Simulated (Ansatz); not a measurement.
# CH5InSi: small, medium and large basis sets

How large a basis does CH5InSi need? Two functionals are run in growing sets.

Program: Ansatz 0.2.0, Gaussian basis. Level of theory: one geometry, several basis sets. These are calculated values, not measurements.

Plan: PBE0-D4/def2-SVP; ωB97M-V/def2-SVP; PBE0-D4/def2-QZVPP; ωB97M-V/def2-QZVPP; the functionals' def2-TZVPP values are taken from earlier runs.

1 further run of the same task is left out (for a known fault of the program).

## Step 1: The geometry

An earlier PBE0-D4 in a triple-zeta def2 set relaxation fixed the geometry. In takes the def2 core potential; no spin-orbit term is included.

8 atoms, charge 0, spin multiplicity 1.

Atoms are counted from 1 here; the program's logs count them from 0.

Bond lengths: C1–Si2 1.741 Å, C1–H4 1.084 Å, C1–H5 1.084 Å, Si2–In3 2.681 Å, Si2–H6 1.479 Å, Si2–H7 1.479 Å, In3–H8 1.771 Å. Angles: Si2–C1–H4 122.4°, Si2–C1–H5 122.4°, H4–C1–H5 115.2°, C1–Si2–In3 77.2°, C1–Si2–H6 120.8°, C1–Si2–H7 120.8°, In3–Si2–H6 106.9°, In3–Si2–H7 106.9°, H6–Si2–H7 114.1°, Si2–In3–H8 118.7°.

## Step 2: PBE0-D4 in def2-SVP

in.yaml reads:

```yaml
crystal:
  periodic: [false, false, false]
  atoms:
    - {symbol: C, position_ang: [-0.662617, 0.028565, -0.753523]}
    - {symbol: Si, position_ang: [0.497831, 1.050978, 0.045551]}
    - {symbol: In, position_ang: [0.750123, -1.271942, 1.360204]}
    - {symbol: H, position_ang: [-0.406623, -0.578882, -1.614495]}
    - {symbol: H, position_ang: [-1.693744, -0.046366, -0.426465]}
    - {symbol: H, position_ang: [0.062885, 2.061057, 1.034900]}
    - {symbol: H, position_ang: [1.808838, 1.338897, -0.576237]}
    - {symbol: H, position_ang: [-0.264394, -2.639507, 0.874266]}
basis:
  gaussian: {orbitals: def2-SVP}
hamiltonian: {xc: pbe0, dispersion: d4}
output: {orbitals: {seedname: orbitals}}
```

Started as:

```bash
$ ansatz run in.yaml --threads 2 --pin off --events-out ev --progress --plain --max-ram 4352MiB
```

Further steps of the session: ωB97M-V in def2-SVP; PBE0-D4 in def2-QZVPP; ωB97M-V in def2-QZVPP.

**Question.** What will the summary of the whole plan be? Wanted: PBE0-D4: double and triple zeta above quadruple; ωB97M-V: double and triple zeta above quadruple.

**Answer**, as computed:

```
                                       quantity          value
PBE0-D4: double and triple zeta above quadruple  4.58, 0.37 eV
ωB97M-V: double and triple zeta above quadruple  4.71, 0.35 eV
```

For PBE0-D4 the step from double to triple zeta gains 4.21 eV and the next only 0.37 eV. These are total energies; as a rule much of such shifts cancels in differences, which this series doesn't test.
